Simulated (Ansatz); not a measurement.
# C8H18O2Si: a ladder of functionals and wavefunction methods

The task here is to estimate one member of a computed series from the others.

Computed with Ansatz 0.2.0, Gaussian basis. Level: functionals in def2-TZVPP, the program's frozen cores in correlated methods.

Levels to be run: LDA (SPW92), PBE-D4, revPBE-D4, BLYP-D4, r2SCAN-D4, B97M-V, PBE0-D4, B3LYP-D4, r2SCANh-D4, r2SCAN0-D4, HSE06-D4, BHLYP-D4, CAM-B3LYP-D4, LC-ωPBE, ωB97X-V, ωB97M-V, B2PLYP, PBE-QIDH; CCSD(T)/def2-SVP; CCSD(T)/def2-TZVPP; MP2/def2-QZVPP; extrapolation to the limit.

2 further runs of the same task are left out: 2 set aside as unsound or not needed.

### Structure used throughout

The geometry comes from an earlier relaxation with PBE0-D4 in a triple-zeta def2 set; it is a stationary point, not always the lowest conformer.

29 atoms, charge 0, spin multiplicity 1.

Atoms are counted from 1 here; the program's logs count them from 0.

Bond lengths: C1–C2 1.521 Å, C1–H12 1.093 Å, C1–H13 1.092 Å, C1–H14 1.090 Å, C2–C3 1.519 Å, C2–C4 1.521 Å, C2–O5 1.433 Å, C3–H15 1.092 Å, C3–H16 1.092 Å, C3–H17 1.092 Å, C4–H18 1.093 Å, C4–H19 1.092 Å, C4–H20 1.090 Å, O5–Si6 1.632 Å, Si6–O7 1.657 Å, O7–C8 1.427 Å, C8–C9 1.521 Å, C8–C10 1.521 Å and more. Angles: C2–C1–H12 110.3°, C2–C1–H13 110.2°, C2–C1–H14 110.6°, H12–C1–H13 108.3°, H12–C1–H14 108.7°, H13–C1–H14 108.8°, C1–C2–C3 110.5°, C1–C2–C4 111.1°, C1–C2–O5 109.3°, C3–C2–C4 110.6°, C3–C2–O5 105.9°, C4–C2–O5 109.3°, C2–C3–H15 110.7°, C2–C3–H16 110.3°, C2–C3–H17 110.3°, H15–C3–H16 108.6°, H15–C3–H17 108.6°, H16–C3–H17 108.3° and more.

Set-up of the first run:

in.yaml

```yaml
crystal:
  periodic: [false, false, false]
  atoms:
    - {symbol: C, position_ang: [0.492057, 0.910112, 2.227625]}
    - {symbol: C, position_ang: [-0.349786, 1.861298, 1.390724]}
    - {symbol: C, position_ang: [-0.420804, 3.229325, 2.047820]}
    - {symbol: C, position_ang: [-1.746774, 1.302459, 1.167347]}
    - {symbol: O, position_ang: [0.285993, 2.067646, 0.123072]}
    - {symbol: Si, position_ang: [0.749572, 1.211206, -1.186295]}
    - {symbol: O, position_ang: [0.301107, -0.330568, -0.777748]}
    - {symbol: C, position_ang: [0.432268, -1.568208, -1.475619]}
    - {symbol: C, position_ang: [-0.926759, -2.247397, -1.411212]}
    - {symbol: C, position_ang: [1.476694, -2.391531, -0.737058]}
    - {symbol: C, position_ang: [0.849296, -1.357347, -2.924499]}
    - {symbol: H, position_ang: [0.054643, 0.792858, 3.222022]}
    - {symbol: H, position_ang: [1.503916, 1.304984, 2.343260]}
    - {symbol: H, position_ang: [0.549323, -0.069792, 1.753131]}
    - {symbol: H, position_ang: [-0.897326, 3.161731, 3.028552]}
    - {symbol: H, position_ang: [-0.997152, 3.917943, 1.426948]}
    - {symbol: H, position_ang: [0.582537, 3.640326, 2.175412]}
    - {symbol: H, position_ang: [-2.269720, 1.198075, 2.121052]}
    - {symbol: H, position_ang: [-2.325082, 1.977202, 0.532184]}
    - {symbol: H, position_ang: [-1.696718, 0.324726, 0.687417]}
    - {symbol: H, position_ang: [-0.893061, -3.228031, -1.891427]}
    - {symbol: H, position_ang: [-1.679365, -1.639723, -1.918226]}
    - {symbol: H, position_ang: [-1.233850, -2.379973, -0.371869]}
    - {symbol: H, position_ang: [2.447073, -1.890916, -0.767709]}
    - {symbol: H, position_ang: [1.187823, -2.519153, 0.308090]}
    - {symbol: H, position_ang: [1.583503, -3.379514, -1.190820]}
    - {symbol: H, position_ang: [1.824496, -0.869487, -2.990795]}
    - {symbol: H, position_ang: [0.122600, -0.736354, -3.454165]}
    - {symbol: H, position_ang: [0.913897, -2.319996, -3.436716]}
basis:
  gaussian: {orbitals: def2-TZVPP}
hamiltonian: {xc: lda}
output: {orbitals: {seedname: orbitals}}
```

The run is started by

```
ansatz run in.yaml --threads 4 --pin off --events-out ev --progress --plain --max-ram 66560MiB --backend cuda --devices 0, --max-vram 37GiB
```

Among the steps run: LDA; PBE-D4 (GGA); revPBE-D4 (GGA); BLYP-D4 (GGA); r2SCAN-D4 (meta-GGA); B97M-V (meta-GGA); B3LYP-D4 (hybrid); r2SCANh-D4 (hybrid); r2SCAN0-D4 (hybrid); HSE06-D4 (hybrid); BHLYP-D4 (hybrid); CAM-B3LYP-D4 (range-separated); LC-ωPBE (range-separated); ωB97X-V (range-separated); ωB97M-V (range-separated); B2PLYP (double hybrid); PBE-QIDH (double hybrid).

One table of the session follows, with a row left open; its other results are not shown here.

It belongs to the step «Frontier levels by functional». 

| functional | HOMO (eV) | gap (eV) |
| --- | --- | --- |
| LDA (SPW92) | -5.46 | 3.70 |
| PBE-D4 | -5.33 | 3.75 |
| revPBE-D4 | -5.27 | 3.77 |
| BLYP-D4 | -5.21 | 3.77 |
| r2SCAN-D4 | -5.52 | 4.05 |
| B97M-V | -5.66 | 4.14 |
| PBE0-D4 | -6.46 | 5.68 |
| B3LYP-D4 | -6.27 | 5.32 |
| r2SCANh-D4 | -5.95 | 4.77 |
| r2SCAN0-D4 | -6.58 | 5.86 |
| HSE06-D4 | ? | ? |
| BHLYP-D4 | -7.49 | 7.60 |
| CAM-B3LYP-D4 | -7.78 | 8.08 |
| LC-ωPBE | -9.05 | 10.44 |
| ωB97X-V | -8.76 | 10.01 |
| ωB97M-V | -8.63 | 9.76 |

**Question.** Estimate the row for HSE06-D4.

As computed: HOMO (eV): -6.06; gap (eV): 4.91. In the column «HOMO (eV)» it lies between B3LYP-D4 (-6.27) and r2SCANh-D4 (-5.95).
